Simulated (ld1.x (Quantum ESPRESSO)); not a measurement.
# A TM potential for In, from input to tests, part 2 of 2

Task: generate the file, and judge it by its errors in other configurations, its logarithmic derivatives, its ghosts and its cutoff.

ld1.x (Quantum ESPRESSO) 7.5; PBE, scalar-relativistic. The steps go on from the part before.

### 3 Testing the new file in other configurations

File In.test.in:

```
 &input
   title='In', zed=49., rel=1, dft='PBE', iswitch=2,
   config='[Kr] 4d10 5s2 5p1'
 /
 &test
   file_pseudo='In.UPF', nconf=8,
   configts(1)='4d10 5s2 5p1',
   configts(2)='4d10 5s2 5p0',
   configts(3)='4d10 5s1 5p0',
   configts(4)='4d10 5s0 5p0',
   configts(5)='4d9 5s2 5p2',
   configts(6)='4d10 5s0 5p3',
   configts(7)='4d10 5s2 5p1.3',
   configts(8)='4d10 5s2 5p0.5'
 /
```

The run is started by

```
$ ld1.x < In.test.in > In.test.out
```

In.test.out, the pseudopotential blocks, each with the warnings that came before it:

```text
     ---------------------- Testing the pseudopotential ----------------------

     In
     scalar relativistic calculation

     atomic number is 49.00   valence charge is 13.00
     dft =PBE   lsd =0 sic =0 latt =0  beta=0.20 tr2=1.0E-14
     mesh =1241 r(mesh) = 100.30140 xmin = -7.00 dx = 0.01250

     n l     nl             e AE (Ry)        e PS (Ry)    De AE-PS (Ry)
     3 2     4D   1(10.00)       -1.36879       -1.36871       -0.00007
     1 0     5S   1( 2.00)       -0.60349       -0.60349       -0.00000
     2 1     5P   1( 1.00)       -0.18511       -0.18511       -0.00000

     eps = 1.7E-15  iter = 13

     Etot =  -11763.278081 Ry,   -5881.639040 Ha, -160047.551690 eV
     Etotps =  -138.042140 Ry,     -69.021070 Ha,   -1878.158995 eV

     Ekin =      90.434026 Ry,      45.217013 Ha,    1230.417602 eV
     Encl =    -288.691988 Ry,    -144.345994 Ha,   -3927.854590 eV
     Ehrt =     102.395237 Ry,      51.197618 Ha,    1393.158170 eV
     Ecxc =     -44.088663 Ry,     -22.044332 Ha,    -599.856825 eV
     (Ecc =     -22.993650 Ry,     -11.496825 Ha,    -312.844545 eV)
     Epseu=       1.909248 Ry,       0.954624 Ha,      25.976649 eV

     ---------------------- End of pseudopotential test ----------------------

     ---------------------- Testing the pseudopotential ----------------------

     In
     scalar relativistic calculation

     atomic number is 49.00   valence charge is 13.00
     dft =PBE   lsd =0 sic =0 latt =0  beta=0.20 tr2=1.0E-14
     mesh =1241 r(mesh) = 100.30140 xmin = -7.00 dx = 0.01250

     n l     nl             e AE (Ry)        e PS (Ry)    De AE-PS (Ry)
     3 2     4D   1(10.00)       -1.91631       -1.91265       -0.00366
     1 0     5S   1( 2.00)       -1.09694       -1.09700        0.00005
     2 1     5P   1( 0.00)       -0.61969       -0.61995        0.00026

     eps = 6.2E-15  iter = 13

     Etot =  -11762.883901 Ry,   -5881.441951 Ha, -160042.188603 eV
     Etotps =  -137.647787 Ry,     -68.823893 Ha,   -1872.793547 eV
     dEtot_ae =       0.394180 Ry
     dEtot_ps =       0.394353 Ry,   Delta E=      -0.000174 Ry

     Ekin =      90.283156 Ry,      45.141578 Ha,    1228.364918 eV
     Encl =    -281.723347 Ry,    -140.861673 Ha,   -3833.041403 eV
     Ehrt =      95.652879 Ry,      47.826440 Ha,    1301.423719 eV
     Ecxc =     -43.765245 Ry,     -21.882623 Ha,    -595.456499 eV
     (Ecc =     -22.993650 Ry,     -11.496825 Ha,    -312.844545 eV)
     Epseu=       1.904770 Ry,       0.952385 Ha,      25.915718 eV

     ---------------------- End of pseudopotential test ----------------------

     ---------------------- Testing the pseudopotential ----------------------

     In
     scalar relativistic calculation

     atomic number is 49.00   valence charge is 13.00
     dft =PBE   lsd =0 sic =0 latt =0  beta=0.20 tr2=1.0E-14
     mesh =1241 r(mesh) = 100.30140 xmin = -7.00 dx = 0.01250

     n l     nl             e AE (Ry)        e PS (Ry)    De AE-PS (Ry)
     3 2     4D   1(10.00)       -2.68486       -2.67818       -0.00668  !
     1 0     5S   1( 1.00)       -1.73982       -1.74085        0.00104
     2 1     5P   1( 0.00)       -1.19185       -1.19310        0.00125

     eps = 5.9E-15  iter = 11

     Etot =  -11761.470178 Ry,   -5880.735089 Ha, -160022.953921 eV
     Etotps =  -136.233408 Ry,     -68.116704 Ha,   -1853.549945 eV
     dEtot_ae =       1.807903 Ry
     dEtot_ps =       1.808732 Ry,   Delta E=      -0.000829 Ry

     Ekin =      90.852181 Ry,      45.426090 Ha,    1236.106893 eV
     Encl =    -271.855092 Ry,    -135.927546 Ha,   -3698.776957 eV
     Ehrt =      86.867485 Ry,      43.433742 Ha,    1181.892339 eV
     Ecxc =     -43.246466 Ry,     -21.623233 Ha,    -588.398141 eV
     (Ecc =     -22.993650 Ry,     -11.496825 Ha,    -312.844545 eV)
     Epseu=       1.148484 Ry,       0.574242 Ha,      15.625921 eV

     ---------------------- End of pseudopotential test ----------------------

     Warning: n=2, l=1 expected 0 nodes, found 1
     ---------------------- Testing the pseudopotential ----------------------

     In
     scalar relativistic calculation

     atomic number is 49.00   valence charge is 13.00
     dft =PBE   lsd =0 sic =0 latt =0  beta=0.20 tr2=1.0E-14
     mesh =1241 r(mesh) = 100.30140 xmin = -7.00 dx = 0.01250

     n l     nl             e AE (Ry)        e PS (Ry)    De AE-PS (Ry)
     3 2     4D   1(10.00)       -3.51966       -3.51284       -0.00682  !
     1 0     5S   1( 0.00)       -2.43012       -2.43479        0.00466
     2 1     5P   1( 0.00)       -1.81351       -2.02052        0.20702  !

     eps = 7.7E-15  iter = 10

     Etot =  -11759.388675 Ry,   -5879.694338 Ha, -159994.633626 eV
     Etotps =  -134.149019 Ry,     -67.074510 Ha,   -1825.190386 eV
     dEtot_ae =       3.889406 Ry
     dEtot_ps =       3.893121 Ry,   Delta E=      -0.003715 Ry

     Ekin =      91.563835 Ry,      45.781918 Ha,    1245.789441 eV
     Encl =    -261.029708 Ry,    -130.514854 Ha,   -3551.490101 eV
     Ehrt =      78.017154 Ry,      39.008577 Ha,    1061.477454 eV
     Ecxc =     -42.700300 Ry,     -21.350150 Ha,    -580.967181 eV
     (Ecc =     -22.993650 Ry,     -11.496825 Ha,    -312.844545 eV)

     ---------------------- End of pseudopotential test ----------------------

     BEWARE! Errors in PS-KS equations
     Warning: n=1, l=0 expected 0 nodes, found 1
     Warning: n=3, l=2 expected 0 nodes, found 1
     ---------------------- Testing the pseudopotential ----------------------

     In
     scalar relativistic calculation

     atomic number is 49.00   valence charge is 13.00
     dft =PBE   lsd =0 sic =0 latt =0  beta=0.20 tr2=1.0E-14
     mesh =1241 r(mesh) = 100.30140 xmin = -7.00 dx = 0.01250

     n l     nl             e AE (Ry)        e PS (Ry)    De AE-PS (Ry)
     3 2     4D   1( 9.00)       -1.77783       -4.79938        3.02154  !
     1 0     5S   1( 2.00)       -0.75443       -0.98585        0.23142  !
     2 1     5P   1( 2.00)       -0.27030       -0.27030        0.00000

     eps = 5.6E-15  iter = 26

     Etot =  -11761.932561 Ry,   -5880.966280 Ha, -160029.244958 eV
     Etotps =  -132.513647 Ry,     -66.256824 Ha,   -1802.940020 eV
     dEtot_ae =       1.345520 Ry
     dEtot_ps =       5.528493 Ry,   Delta E=      -4.182973 Ry

     Ekin =      84.685156 Ry,      42.342578 Ha,    1152.200244 eV
     Encl =    -241.498617 Ry,    -120.749308 Ha,   -3285.756071 eV
     Ehrt =      65.522102 Ry,      32.761051 Ha,     891.473609 eV
     Ecxc =     -41.222288 Ry,     -20.611144 Ha,    -560.857802 eV
     (Ecc =     -22.993650 Ry,     -11.496825 Ha,    -312.844545 eV)

     ---------------------- End of pseudopotential test ----------------------

     ---------------------- Testing the pseudopotential ----------------------

     In
     scalar relativistic calculation

     atomic number is 49.00   valence charge is 13.00
     dft =PBE   lsd =0 sic =0 latt =0  beta=0.20 tr2=1.0E-14
     mesh =1241 r(mesh) = 100.30140 xmin = -7.00 dx = 0.01250

     n l     nl             e AE (Ry)        e PS (Ry)    De AE-PS (Ry)
     3 2     4D   1(10.00)       -1.59542       -1.59916        0.00374
     1 0     5S   1( 0.00)       -0.73951       -0.73986        0.00035
     2 1     5P   1( 3.00)       -0.28182       -0.28162       -0.00020

     eps = 8.5E-15  iter = 26

     Etot =  -11762.399986 Ry,   -5881.199993 Ha, -160035.604596 eV
     Etotps =  -137.163504 Ry,     -68.581752 Ha,   -1866.204537 eV
     dEtot_ae =       0.878095 Ry
     dEtot_ps =       0.878636 Ry,   Delta E=      -0.000541 Ry

     Ekin =      91.750996 Ry,      45.875498 Ha,    1248.335894 eV
     Encl =    -285.612583 Ry,    -142.806291 Ha,   -3885.957151 eV
     Ehrt =      99.684189 Ry,      49.842095 Ha,    1356.272487 eV
     Ecxc =     -43.850469 Ry,     -21.925235 Ha,    -596.616029 eV
     (Ecc =     -22.993650 Ry,     -11.496825 Ha,    -312.844545 eV)
     Epseu=       0.864363 Ry,       0.432182 Ha,      11.760262 eV

     ---------------------- End of pseudopotential test ----------------------

     ---------------------- Testing the pseudopotential ----------------------

     In
     scalar relativistic calculation

     atomic number is 49.00   valence charge is 13.00
     dft =PBE   lsd =0 sic =0 latt =0  beta=0.20 tr2=1.0E-14
     mesh =1241 r(mesh) = 100.30140 xmin = -7.00 dx = 0.01250

     n l     nl             e AE (Ry)        e PS (Ry)    De AE-PS (Ry)
     3 2     4D   1(10.00)       -1.23747       -1.23793        0.00046
     1 0     5S   1( 2.00)       -0.48053       -0.48057        0.00003
     2 1     5P   1( 1.30)       -0.07809       -0.07809        0.00000

     eps = 3.4E-15  iter = 16

     Etot =  -11763.317192 Ry,   -5881.658596 Ha, -160048.083822 eV
     Etotps =  -138.081255 Ry,     -69.040627 Ha,   -1878.691179 eV
     dEtot_ae =      -0.039111 Ry
     dEtot_ps =      -0.039115 Ry,   Delta E=       0.000004 Ry

     Ekin =      90.469414 Ry,      45.234707 Ha,    1230.899082 eV
     Encl =    -290.377958 Ry,    -145.188979 Ha,   -3950.793384 eV
     Ehrt =     104.096400 Ry,      52.048200 Ha,    1416.303673 eV
     Ecxc =     -44.165615 Ry,     -22.082807 Ha,    -600.903798 eV
     (Ecc =     -22.993650 Ry,     -11.496825 Ha,    -312.844545 eV)
     Epseu=       1.896504 Ry,       0.948252 Ha,      25.803248 eV

     ---------------------- End of pseudopotential test ----------------------

     ---------------------- Testing the pseudopotential ----------------------

     In
     scalar relativistic calculation

     atomic number is 49.00   valence charge is 13.00
     dft =PBE   lsd =0 sic =0 latt =0  beta=0.20 tr2=1.0E-14
     mesh =1241 r(mesh) = 100.30140 xmin = -7.00 dx = 0.01250

     n l     nl             e AE (Ry)        e PS (Ry)    De AE-PS (Ry)
     3 2     4D   1(10.00)       -1.62509       -1.62355       -0.00154
     1 0     5S   1( 2.00)       -0.83741       -0.83738       -0.00003
     2 1     5P   1( 0.50)       -0.39025       -0.39030        0.00005

     eps = 2.4E-15  iter = 14

     Etot =  -11763.135469 Ry,   -5881.567734 Ha, -160045.611355 eV
     Etotps =  -137.899482 Ry,     -68.949741 Ha,   -1876.218037 eV
     dEtot_ae =       0.142612 Ry
     dEtot_ps =       0.142658 Ry,   Delta E=      -0.000046 Ry

     Ekin =      90.361261 Ry,      45.180630 Ha,    1229.427586 eV
     Encl =    -285.420145 Ry,    -142.710072 Ha,   -3883.338902 eV
     Ehrt =      99.176477 Ry,      49.588238 Ha,    1349.364707 eV
     Ecxc =     -43.936331 Ry,     -21.968166 Ha,    -597.784238 eV
     (Ecc =     -22.993650 Ry,     -11.496825 Ha,    -312.844545 eV)
     Epseu=       1.919256 Ry,       0.959628 Ha,      26.112809 eV

     ---------------------- End of pseudopotential test ----------------------
```

1 test gave no usable energy difference (4d9 5s2 5p2).

Excitation and ionisation energies from 4d10 5s2 5p1, with the error of the potential. A star marks tests that logged a warning.

| valence configuration | charge | ΔE all-electron (eV) | error AE − PS (meV) |
| --- | --- | --- | --- |
| 4d10 5s2 5p0 | +1 | 5.363 | -2.4 |
| 4d10 5s1 5p0 | +2 | 24.598 | -11 |
| 4d10 5s0 5p0 * | +3 | 52.918 | -51 |
| 4d10 5s0 5p3 | 0 | 11.947 | -7.4 |
| 4d10 5s2 5p1.3 | -0.3 | -0.532 | +0.1 |
| 4d10 5s2 5p0.5 | +0.5 | 1.940 | -0.6 |

### 4 Scattering by logarithmic derivatives

Taken from the files of the generation run. The phase is arctan(r·u′/u) with u = r·R, unwrapped, with energies in Ry. A pole is an energy at which the radial function vanishes at the test radius. The pseudo phase is shifted by a multiple of π to meet the all-electron one at the reference energy. Levels narrower than the energy grid can be missing from the poles. The last column is the largest difference on the grid between −1 and +1 Ry.

| channel | radius (bohr) | reference (Ry) | poles AE | poles PS | window around the reference with phases within 0.05 rad (Ry) | largest difference near zero (rad) |
| --- | --- | --- | --- | --- | --- | --- |
| s | 2.76 | -0.60 | 0.67 | 0.62, 4.13 | below 1.8 | 0.012 |
| p | 2.76 | -0.19 | 1.82 | 1.74 | below 3.1 | 0.006 |
| d | 2.76 | -1.37 | -1.29, 3.94 | -1.29, 3.92 | the whole range | 0.002 |

Phases (rad) along the scan:

| E (Ry) | s AE | s PS | d AE | d PS |
| --- | --- | --- | --- | --- |
| -3.00 | 1.310 | 1.309 | 1.357 | 1.357 |
| -2.52 | 1.268 | 1.267 | 1.333 | 1.333 |
| -2.04 | 1.199 | 1.197 | 1.289 | 1.289 |
| -1.56 | 1.055 | 1.053 | 1.060 | 1.060 |
| -1.08 | 0.609 | 0.605 | -1.744 | -1.744 |
| -0.60 | -0.751 | -0.751 | -1.849 | -1.849 |
| -0.12 | -1.332 | -1.335 | -1.936 | -1.936 |
| 0.36 | -1.508 | -1.514 | -2.074 | -2.074 |
| 0.84 | -1.597 | -1.609 | -2.380 | -2.381 |
| 1.32 | -1.661 | -1.684 | -3.214 | -3.220 |
| 1.80 | -1.720 | -1.773 | -4.090 | -4.094 |
| 2.28 | -1.788 | -1.943 | -4.416 | -4.418 |
| 2.76 | -1.887 | -2.783 | -4.557 | -4.558 |
| 3.24 | -2.074 | -4.357 | -4.637 | -4.638 |
| 3.72 | -2.572 | -4.619 | -4.692 | -4.693 |
| 4.20 | -3.661 | -4.724 | -4.735 | -4.737 |
| 4.68 | -4.231 | -4.803 | -4.775 | -4.777 |

### 5 Cutoff and ghost test in a Bessel basis

This step uses the generator's waves and projectors in a separate script. Basis: spherical Bessel functions vanishing at 20 bohr, q² up to the cutoff; potential fixed at the reference.

All-electron valence levels (Ry): 5s -0.6035, 5p -0.1851, 4d -1.3688. The lowest levels of each channel (Ry) by cutoff; the last column sums, over occupied levels, occupation times the distance from the level at 400 Ry. A positive value at high cutoff is not a bound level.

| cutoff (Ry) | s #1 | s #2 | p #1 | p #2 | d #1 | f #1 | Σ f·Δε (mRy) |
| --- | --- | --- | --- | --- | --- | --- | --- |
| 8 | -0.8442 | -0.2031 | -0.1836 | 0.0239 | 0.0173 | 0.0989 | 14343.5 |
| 15 | -5.8887 | -0.5711 | -0.1854 | 0.0238 | -0.1893 | 0.0989 | 11859.0 |
| 21 | -9.5387 | -0.5962 | -1.1988 | -0.1849 | -0.5348 | 0.0989 | 8353.6 |
| 35 | -12.1148 | -0.6014 | -3.8264 | -0.1851 | -1.0417 | 0.0989 | 3274.4 |
| 50 | -12.7239 | -0.6029 | -4.6234 | -0.1851 | -1.2840 | 0.0989 | 848.3 |
| 60 | -12.8270 | -0.6031 | -4.8236 | -0.1851 | -1.3304 | 0.0989 | 384.2 |
| 90 | -12.9180 | -0.6034 | -4.9845 | -0.1851 | -1.3647 | 0.0989 | 40.1 |
| 120 | -12.9205 | -0.6034 | -4.9981 | -0.1851 | -1.3679 | 0.0989 | 7.8 |
| 160 | -12.9208 | -0.6035 | -4.9988 | -0.1851 | -1.3686 | 0.0989 | 1.1 |
| 180 | -12.9209 | -0.6035 | -4.9988 | -0.1851 | -1.3686 | 0.0989 | 0.7 |
| 230 | -12.9213 | -0.6035 | -4.9990 | -0.1851 | -1.3686 | 0.0989 | 0.6 |
| 400 | -12.9214 | -0.6035 | -4.9992 | -0.1851 | -1.3687 | 0.0989 | 0.0 |

The sum stays within 10 mRy from 120 Ry and within 1 mRy from 180 Ry. The sum leaves out empty levels, which can need more. Ghost test: ghost states, bound below the all-electron valence or empty levels of the same l: s at -175.8 eV, p at -68.0 eV.

### 6 Results

What follows sums up all 2 parts.

```
                                                quantity                                                                        value
               cutoffs for 10 and 1 mRy, occupied levels                                                            120 Ry and 180 Ry
                                            bound ghosts                                              s at -175.81 eV, p at -68.02 eV
                            largest test error (AE − PS)  -51 meV, for 4d10 5s0 5p0 (one of 2 tests with a warning) (1 test unsolved)
largest phase difference near zero energy, channels read                                                                    0.012 rad
```

A bound ghost (s, p) makes it unfit for use: electrons can fall into a state that the atom doesn't have. By total energies transferability is fair where solved: the largest error is 51 meV on 52.9 eV, for 4d10 5s0 5p0. That test lies far up in energy; among those under 40 eV, nearer to bonding, the largest error is 11 meV. Of the tests 1 gave no usable energy difference, which is a warning in itself. By its cutoff, 120 Ry for the looser tolerance, it is hard. The slowest occupied level is 4d: taken alone it needs 120 Ry to come within 1 mRy, against 50 Ry for 5s. Near zero energy the phases of the channels with partial waves agree within 0.012 rad. These are tests on the free atom; a crystal test is still owed.
